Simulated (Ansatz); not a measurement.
# Al2Au: how the settings move a single-point run

Question: which choices in the input matter for Al2Au?

Program: Ansatz 0.2.0. Level of theory: reference: DFT, PBE, PAW with Ansatz's default frozen-core files, scalar-relativistic. These are calculated values, not measurements.

## 1. The structure to begin with

Symmetry: Fm-3m, No. 225, cubic system. The conventional cell has a = 6.000 Å, b = 6.000 Å, c = 6.000 Å, α = 90.00°, β = 90.00°, γ = 90.00°. Around Al (site symmetry -43m) lie 4 Au at 2.60 Å. Around Au (site symmetry m-3m) lie 8 Al at 2.60 Å.

As a file:

```
Al Au
1.0
     0.00000    3.00000    3.00000
     3.00000    0.00000    3.00000
     3.00000    3.00000    0.00000
Al Au
2 1
Direct
  0.25000 0.25000 0.25000
  0.75000 0.75000 0.75000
  0.00000 0.00000 0.00000
```

## 2. The reference run

input.yaml

```yaml
crystal:
  lattice:
    - [0.0, 3.0, 3.0]
    - [3.0, 0.0, 3.0]
    - [3.0, 3.0, 0.0]
  atoms:
    - { symbol: Al, position: [0.25, 0.25, 0.25] }
    - { symbol: Al, position: [0.75, 0.75, 0.75] }
    - { symbol: Au, position: [0.0, 0.0, 0.0] }
kpoints:
  mp_grid: { grid: [11, 11, 11] }
  band_path:
    path:
      - [0.0, 0.0, 0.0]
      - [0.5, 0.0, 0.5]
      - [0.625, 0.25, 0.625]
      - [0.375, 0.375, 0.75]
      - [0.0, 0.0, 0.0]
      - [0.5, 0.5, 0.5]
      - [0.5, 0.25, 0.75]
      - [0.5, 0.0, 0.5]
    npoints: 14
scf:
  occupations: { method: fermi_dirac, width: 0.05 }
hamiltonian:
  xc: pbe
  pseudopotentials: { kind: paw }
output:
  forces: true
  stress: true
  eigenvalues: true
  efg: { contact_densities: true }
  populations: true
  bader: true
  dos: { projected: true, de: 0.2, e_range: [-14, 8] }
  write_density: true
  write_potential: true
  elf: true
  volumetric_format: npy
```

Launch:

```console
$ ansatz run input.yaml --threads 1 --pin off --max-ram 3072MiB --backend cpu --events-out ev --progress --plain --runs-dir out
```

## 3. The same system, input altered

input.yaml, as its differences from that of step 2:

```diff
@@ -23,6 +23,6 @@
 scf:
-  occupations: { method: fermi_dirac, width: 0.05 }
+  occupations: { method: methfessel_paxton, width: 0.025 }
 hamiltonian:
   xc: pbe
-  pseudopotentials: { kind: paw }
+  pseudopotentials: { kind: nc }
 output:
@@ -33,7 +33 @@
   populations: true
-  bader: true
-  dos: { projected: true, de: 0.2, e_range: [-14, 8] }
-  write_density: true
-  write_potential: true
-  elf: true
-  volumetric_format: npy
```

(Steps that only read results are left out.)

**Question.** What will these runs give? Wanted: for each run, ending; energy change.

As calculated:

| run | ending | energy change | cycles | time |
| --- | --- | --- | --- | --- |
| reference | converged | - | 6 | 31 s |
| 1: occupations.method methfessel_paxton, occupations.width 0.025, pseudopotentials.kind nc | refused | - | - | 0.01 s |

Times don't compare one to one where runs were asked for different outputs or read a saved state (see the inputs); cycles may leave out searches for a lower state.

Residual by cycle in the longest SCF loop of each run; runs are numbered as in the table. The quantity is the density residual dr2, in eV.

| cycle | reference |
| --- | --- |
| 1 | 0.00267 |
| 2 | 7.5e-4 |
| 3 | 2.5e-4 |
| 4 | 1.6e-5 |
| 5 | 2.2e-6 |
| 6 | 6.3e-8 |

**Reading.** With the changed smearing and potentials the run ends refused. 1 of the 1 altered inputs did not end normally.
